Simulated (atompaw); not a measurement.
# Pseudopotential generation for W: PAW (atompaw), PBEsol

Task: generate the file, and judge it by its logarithmic derivatives, its ghosts and its cutoff.

The numbers are computed with atompaw 4.2.0.5 (PBEsol, scalar-relativistic, spin-unpolarised reference atom).

### 1 Settings

Typed settings, in words:

* element: tungsten (W, Z = 74)
* type: PAW
* frozen core: [Xe] 4f14
* valence charge: 6
* reference configuration: 5d4.5 6s1.5 6p0
* partial waves: 6s (bound): rc 2.85 bohr; 6s channel at 0.05 Ry: rc 2.85 bohr; 6p (bound, empty): rc 3.00 bohr; 6p channel at 1.6 Ry: rc 3.00 bohr; 5d (bound): rc 2.85 bohr; 5d channel at 0.45 Ry: rc 3.00 bohr
* local potential: troulliermartins scheme with l = 3 at 0 Ry, radius 2.80 bohr
* core correction: smooth core density matched at 1.95 bohr
* augmentation charge: sinc compensation charge, radius 2.55 bohr; PAW radius 3.00 bohr; waves and projectors: custom polynom vanderbiltortho

### 2 Generation

The input, W.input:

```
W 74
GGA-PBESOL scalarrelativistic loggrid 2001 logderivrange -2 5 176
6 6 5 4 0 0
6 0 1.5
6 1 0
5 2 4.5
0 0 0
c
c
c
c
c
v
c
c
c
c
v
c
c
v
c
2
3.00 2.55 2.80 1.95
y
0.05
n
y
1.6
n
y
0.45
n
custom polynom vanderbiltortho sinc
3 0 troulliermartins
2.85
2.85
3.00
3.00
2.85
3.00
PWSCFOUT
UPFDX 0.0125d0 UPFXMIN -7.d0 UPFZMESH 74.d0
END
```

On the command line:

```bash
$ atompaw < W.input > W.log
```

**Question.** What will these runs give? Wanted: cutoffs for 10 and 1 mRy, occupied levels; bound ghosts; largest phase difference near zero energy, channels read; lowest eigenvalue of the overlap; share of valence orbitals outside the PAW sphere; UPF file.

As calculated:

```
                                                quantity                             value
               cutoffs for 10 and 1 mRy, occupied levels                   10 Ry and 21 Ry
                                            bound ghosts  s at -9643.07 eV, p at -37.63 eV
largest phase difference near zero energy, channels read                         0.002 rad
         lowest eigenvalue of the overlap (Bessel basis)                         0.002 (s)
        share of valence orbitals outside the PAW sphere         6s 52 %, 6p 85 %, 5d 17 %
                                                UPF file                           written
```

It has a bound ghost (s, p), which would be filled ahead of the true valence states and rules the file out. The overlap operator is nearly singular (0.002). It counts as soft, with 10 Ry needed at the looser tolerance. The slowest level is 5d: taken alone it needs 15 Ry to come within 1 mRy, against 8 Ry for 6s. Near zero energy the phases of the channels with partial waves agree within 0.002 rad.
